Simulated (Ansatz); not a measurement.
# GaP (triplet): wave-function methods side by side, aug-cc-pVTZ

An exercise on one series of results from a longer session: the logs are not shown, and one member is left open.

The runs use Ansatz 0.2.0, Gaussian basis; aug-cc-pVTZ, core rule «outside noble gas», up to 19 orbitals frozen.

The runs, in order: UHF; CCSD(T) on ROHF; CCSD(T) on UHF; BCCD(T) on ROHF; CCSDT(Q) on ROHF; CCSDT(Q) on UHF.

11 further runs of the same task are left out: 6 for a known fault of the program, 5 set aside as unsound or not needed. Runs told in other sessions of the task aren't counted.

### The system

The geometry is a PBE0/def2-TZVPD stationary point (not a proven minimum) of the parent state, kept for this charge and spin. No spin-orbit coupling is included. The filled d shell of Ga may be among the frozen orbitals whatever the setting's name suggests.

2 atoms, charge 0, spin multiplicity 3.

Atoms are counted from 1 here; the program's logs count them from 0.

Bond lengths: P1–Ga2 2.354 Å.

Set-up of the first run:

File in.yaml:

```yaml
crystal:
  periodic: [false, false, false]
  atoms:
    - {symbol: P, position_ang: [0.000000, 0.000000, 0.000000]}
    - {symbol: Ga, position_ang: [0.000000, 0.000000, 2.354100]}
basis:
  gaussian: {orbitals: aug-cc-pVTZ}
magnetization: {spin_polarized: true, initial_magnetization: 2}
hamiltonian: {xc: hf}
output: {orbitals: {seedname: orbitals}}
```

Command:

```console
$ ansatz run in.yaml --threads 1 --pin off --events-out ev --progress --plain --max-ram 4096MiB --backend cpu
```

Among the steps run: UHF; CCSD(T) on ROHF; CCSD(T) on UHF; BCCD(T) on ROHF; CCSDT(Q) on ROHF; CCSDT(Q) on UHF.

One of the session's tables, all rows but one given; the rest of the session is left out.

| method | from UCCSDT(Q) (kcal/mol) |
| --- | --- |
| ROHF | +121.48 |
| UHF | +117.87 |
| RMP2 | +24.49 |
| UMP2 | +25.46 |
| RCCSD | ? |
| UCCSD | +6.18 |
| RCCSD(T) | +1.12 |
| UCCSD(T) | +1.11 |
| BCCD(T) | +1.11 |
| RCCSDT | +0.31 |
| UCCSDT | +0.27 |
| RCCSDT(Q) | +0.04 |
| UCCSDT(Q) | 0 |

Q: Estimate the row for RCCSD from the others.

As computed: from UCCSDT(Q) (kcal/mol): +6.36. In the column «from UCCSDT(Q) (kcal/mol)» it lies between UCCSD (+6.18) and RMP2 (+24.49).

To keep in mind: Restricted and unrestricted rows rest on different reference determinants; a gap between their highest levels can come from leftover correlation error, from unlike frozen cores or from another state.
